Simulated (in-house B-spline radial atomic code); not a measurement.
# Excited states and polarisability of In³⁹⁺ by several methods

How far do the methods of linear response differ for In³⁹⁺? Each gives excitation energies, polarisability and C6.

The numbers are computed with in-house B-spline radial atomic code version 1 (linear response of a closed shell, each method with its own adiabatic kernel; spin-free one-electron X2C, finite nucleus; B-spline basis; no spin-orbit coupling, no double excitations; only terms of natural parity, (−1)^L, with L up to 3 are computed), except any that are marked as measured or tabulated.

## 1. Starting point

* element: indium (Z = 49)
* charge: +39
* configuration: [He] 2s2 2p6
* runs: TDHF; PBE; B3LYP; HSE06; BP86; PBEsol

The outer shells:

In³⁹⁺
```
[He] core
2s [↑↓]
2p [↑↓][↑↓][↑↓]
```

## 2. TDHF

Settings, as recorded:

```ini
Z = 49
electrons = 10.0
configuration = [He] 2s2 2p6
hamiltonian = x2c
method = hf
box_radius = 3.26
rms_radius = 4.6156
intervals = 64
```

Run with:

```bash
$ python run_td.py task.json out
```

The settings of every run stand in task.json; they run in order.

## 3. PBE

The settings differ from step 2 so:

```diff
@@ -4,3 +4,3 @@
 hamiltonian = x2c
-method = hf
+method = pbe,pbe
 box_radius = 3.26
```

## 4. B3LYP

The settings differ from step 3 so:

```diff
@@ -4,3 +4,3 @@
 hamiltonian = x2c
-method = pbe,pbe
+method = b3lyp
 box_radius = 3.26
```

## 5. HSE06

The settings differ from step 4 so:

```diff
@@ -4,3 +4,3 @@
 hamiltonian = x2c
-method = b3lyp
+method = hse06
 box_radius = 3.26
```

## 6. BP86

The settings differ from step 5 so:

```diff
@@ -4,3 +4,3 @@
 hamiltonian = x2c
-method = hse06
+method = b88,p86
 box_radius = 3.26
```

## 7. PBEsol

The settings differ from step 6 so:

```diff
@@ -4,3 +4,3 @@
 hamiltonian = x2c
-method = b88,p86
+method = pbesol
 box_radius = 3.26
```

**Question.** What will these runs give? Wanted: for each run, threshold; 2p→3s ¹P; 2p→3s ³P, Tamm-Dancoff; α; C6.

The runs gave:

| run | threshold (eV) | 2p→3s ¹P (eV) | 2p→3s ³P, Tamm-Dancoff (eV) | α (bohr³) | C6 (hartree bohr⁶) | time |
| --- | --- | --- | --- | --- | --- | --- |
| TDHF | 6197.4 | 3468.6 | 3461.1 | 0.0002930 | 9.984e-06 | 0.4 s |
| PBE | 6092.3 | 3430.1 | 3423.0 | 0.0002951 | 1.008e-05 | 0.3 s |
| B3LYP | 6114.3 | 3426.9 | 3416.6 | 0.0002946 | 1.006e-05 | 0.4 s |
| HSE06 | 6118.1 | 3439.6 | 3432.4 | 0.0002946 | 1.006e-05 | 0.6 s |
| BP86 | 6093.4 | 3433.3 | 3426.4 | 0.0002949 | 1.007e-05 | 0.3 s |
| PBEsol | 6090.4 | 3431.2 | 3424.1 | 0.0002952 | 1.009e-05 | 0.3 s |

α runs from 0.000293 (TDHF) to 0.000295 bohr³ (PBEsol). The semilocal functionals put the threshold at 6090.4 to 6093.4 eV, under Hartree-Fock's 6197.4 eV, through self-interaction. Spin-orbit coupling, absent here, splits and mixes these terms strongly in an ion this highly charged, so they need not match single real levels.
